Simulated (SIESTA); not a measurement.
**MnFeGe: single point with PBEsol**

MnFeGe:

```xyz
6
Lattice="4.1008 0.0000 0.0000 -2.0504 3.5514 0.0000 0.0000 0.0000 5.0469" Properties=species:S:1:pos:R:3 pbc="T T T"
Ge    2.0310    1.1726    3.7681
Ge    0.0072    2.4091    1.2276
Fe    2.0585    1.1545    1.2420
Fe   -0.0170    2.3180    3.7685
Mn    0.0242    0.0144    2.5067
Mn    0.0344   -0.0106   -0.0439
```

The cell comes from a database or a generator and needn't be the stable form of this composition.

The cell isn't the ideal one: atoms moved at random, drawn with an rms of 0.05 Å.

```
Program             : SIESTA 5.4.2
Task                : single point
Functional          : PBEsol
Potentials or basis : PseudoDojo 0.4 standard (PBEsol files)
Basis               : DZP (energy shift 0.003 Ry; two zetas on semicore shells)
Grid cutoff         : 800 Ry
Energy shift        : 0.003 Ry
k mesh              : 8 × 8 × 5
Occupations         : fermi-dirac, width 0.05 eV
Spin                : collinear spin, ferromagnetic start
Starting moments    : [0.0, 0.0, 3.0, 3.0, 4.0, 4.0] μB
```

```yaml
Pressure: -5.7 GPa
Largest_force: 0.831 eV/Å
Band_gap_on_the_k_mesh: none (metal or under the smearing width)
Net_moment: 6.65 μB per cell
Site_moments: Ge -0.22; Fe +1.08, +1.04; Mn +2.50, +2.47 μB
```

Forces on the atoms (eV/Å):
```
Ge   0.245 -0.192 -0.075
Ge   0.092 -0.820  0.098
Fe   0.055  0.723  0.045
Fe   0.033  0.360 -0.106
Mn  -0.171 -0.122 -0.224
Mn  -0.253  0.051  0.268
```

Stress tensor (GPa, compression positive):
```
-6.40 -0.24  0.02
-0.24 -4.48  0.07
 0.02  0.07 -6.25
```

Levels at points of the mesh, in eV from the Fermi level:
Spin up:
```
           k point  band 44  band 45  band 46  band 47  band 48  band 49  band 50  band 51  band 52  band 53
(0.00, 0.00, 0.00)    -0.77    -0.76    -0.33     0.16     0.19     1.15     2.41     2.97     3.31     3.37
(0.50, 0.00, 0.00)    -1.10    -0.79    -0.78    -0.77    -0.73    -0.17     0.17     0.35     1.33     2.46
(0.00, 0.50, 0.00)    -1.12    -0.85    -0.77    -0.74    -0.70    -0.24     0.14     0.38     1.39     2.45
(0.50, 0.50, 0.00)    -1.11    -0.80    -0.78    -0.76    -0.73    -0.24     0.15     0.38     1.38     2.47
```
Spin down:
| k point | band 39 | band 40 | band 41 | band 42 | band 43 | band 44 | band 45 | band 46 |
| --- | --- | --- | --- | --- | --- | --- | --- | --- |
| (0.00, 0.00, 0.00) | -0.35 | -0.28 | 0.20 | 0.65 | 1.12 | 1.14 | 1.61 | 1.64 |
| (0.50, 0.00, 0.00) | -0.71 | -0.63 | -0.59 | -0.31 | 0.11 | 0.34 | 0.61 | 0.95 |
| (0.00, 0.50, 0.00) | -0.67 | -0.66 | -0.58 | -0.29 | 0.10 | 0.26 | 0.52 | 1.03 |
| (0.50, 0.50, 0.00) | -0.69 | -0.62 | -0.57 | -0.29 | 0.13 | 0.27 | 0.53 | 1.01 |

Wall time 14 min on 1 thread of Intel(R) Xeon(R) 6975P-C (Granite Rapids) (shared host), peak memory 0.67 GiB.

Caveat: short orbitals over semicore shells can move pressures by several GPa; the basis of atomic orbitals isn't converged, which shifts pressures, moduli and gaps.
